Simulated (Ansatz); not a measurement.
# CH₈BNSi: one species, many methods

Aim: compute CH₈BNSi with functionals from several rungs and with coupled cluster. The yardstick is the atomisation energy at the CCSD(T) limit.

Method: functionals in def2-TZVPP, the program's frozen cores in correlated methods; program: Ansatz 0.2.0, Gaussian basis.

The runs, in order: LDA (SPW92), PBE-D4, revPBE-D4, BLYP-D4, r2SCAN-D4, B97M-V, PBE0-D4, B3LYP-D4, r2SCANh-D4, r2SCAN0-D4, HSE06-D4, BHLYP-D4, CAM-B3LYP-D4, LC-ωPBE, ωB97X-V, ωB97M-V, B2PLYP, PBE-QIDH; CCSD(T)/def2-SVP; CCSD(T)/def2-TZVPP; MP2/def2-QZVPP; extrapolation to the limit; RPA on PBE.

## Step 1: Structure used throughout

An earlier PBE0-D4 in a triple-zeta def2 set relaxation fixed the geometry.

SMILES `BCN[SiH3]`, 12 atoms, charge 0, spin multiplicity 1.

Atoms are counted from 1 here; the program's logs count them from 0.

Bond lengths: B1–C2 1.545 Å, B1–H5 1.196 Å, B1–H6 1.200 Å, C2–N3 1.443 Å, C2–H7 1.103 Å, C2–H8 1.112 Å, N3–Si4 1.713 Å, N3–H9 1.006 Å, Si4–H10 1.486 Å, Si4–H11 1.494 Å, Si4–H12 1.490 Å. Angles: C2–B1–H5 118.7°, C2–B1–H6 121.8°, H5–B1–H6 119.5°, B1–C2–N3 118.2°, B1–C2–H7 107.7°, B1–C2–H8 103.0°, N3–C2–H7 111.3°, N3–C2–H8 112.6°, H7–C2–H8 102.6°, C2–N3–Si4 124.6°, C2–N3–H9 114.5°, Si4–N3–H9 119.6°, N3–Si4–H10 107.3°, N3–Si4–H11 113.5°, N3–Si4–H12 110.5°, H10–Si4–H11 109.0°, H10–Si4–H12 110.2°, H11–Si4–H12 106.3°.

## Step 2: LDA

This LDA is Slater exchange with PW92 correlation.

File in.yaml:

```yaml
crystal:
  periodic: [false, false, false]
  atoms:
    - {symbol: B, position_ang: [-1.975172, 0.710161, 0.637604]}
    - {symbol: C, position_ang: [-0.774263, 0.296206, -0.241155]}
    - {symbol: N, position_ang: [0.448339, -0.095918, 0.416934]}
    - {symbol: Si, position_ang: [1.856084, -0.644130, -0.390345]}
    - {symbol: H, position_ang: [-2.971536, 1.099405, 0.102467]}
    - {symbol: H, position_ang: [-1.944642, 0.619679, 1.833398]}
    - {symbol: H, position_ang: [-0.596402, 1.105909, -0.969051]}
    - {symbol: H, position_ang: [-1.196499, -0.512470, -0.877437]}
    - {symbol: H, position_ang: [0.363395, -0.225765, 1.410589]}
    - {symbol: H, position_ang: [2.888498, -0.898330, 0.647296]}
    - {symbol: H, position_ang: [1.641676, -1.894027, -1.180472]}
    - {symbol: H, position_ang: [2.337423, 0.384080, -1.355730]}
basis:
  gaussian: {orbitals: def2-TZVPP}
hamiltonian: {xc: lda}
output: {orbitals: {seedname: orbitals}}
```

The run is started by

```bash
> ansatz run in.yaml --threads 2 --pin off --events-out ev --progress --plain --max-ram 4352MiB
```

Further steps of the session: PBE-D4 (GGA); revPBE-D4 (GGA); BLYP-D4 (GGA); r2SCAN-D4 (meta-GGA); B97M-V (meta-GGA); B3LYP-D4 (hybrid); r2SCANh-D4 (hybrid); r2SCAN0-D4 (hybrid); HSE06-D4 (hybrid); BHLYP-D4 (hybrid); CAM-B3LYP-D4 (range-separated); LC-ωPBE (range-separated); ωB97X-V (range-separated); ωB97M-V (range-separated); B2PLYP (double hybrid); PBE-QIDH (double hybrid); CCSD(T) in def2-SVP; CCSD(T) in def2-TZVPP; MP2 in def2-QZVPP; RPA on PBE orbitals.

**Question.** What will the summary of the whole plan be? Wanted: atomisation energy, CCSD(T)/CBS; farthest beyond LDA; mean size of error, GGA; mean size of error, meta-GGA; mean size of error, hybrid; mean size of error, range-separated; mean size of error, double hybrid; gap, smallest and largest; T1 diagnostic.

As calculated:

```
                               quantity                                                               value
        atomisation energy, CCSD(T)/CBS                                                      971.8 kcal/mol
functionals within 4.9 kcal/mol (0.5 %)  BLYP-D4, r2SCAN-D4, B97M-V, PBE0-D4, r2SCANh-D4, HSE06-D4, LC-ωPBE
                    farthest beyond LDA                                       CAM-B3LYP-D4 (+11.7 kcal/mol)
                mean size of error, GGA                                                        6.4 kcal/mol
           mean size of error, meta-GGA                                                        3.1 kcal/mol
             mean size of error, hybrid                                                        4.7 kcal/mol
    mean size of error, range-separated                                                        7.2 kcal/mol
      mean size of error, double hybrid                                                        6.3 kcal/mol
              gap, smallest and largest                           2.87 eV (LDA (SPW92)), 10.44 eV (LC-ωPBE)
                          T1 diagnostic                                                              0.0106
triples share of the correlation energy                                                               3.4 %
```

The LDA atomisation energy is off by 122.1 kcal/mol (13 %): it overbinds. PBE-D4 misses by +9.2 kcal/mol. Double hybrids carry the basis error of their MP2 part in triple zeta, and no dispersion term here, so their miss is partly the set-up's. The rungs meta-GGA, hybrid miss on average by less than the doubt on the reference (4.9 kcal/mol), so they tie. The reference freezes the cores and leaves out relativity and excitations past (T), so misses under about 4.9 kcal/mol can't be ranked. Hartree-Fock recovers 75 % of the binding; the rest is correlation. CCSD(T) in def2-SVP is off by -54.8 kcal/mol, which most functionals beat. Orbital gaps span 2.9 to 10.4 eV; exact exchange widens them.
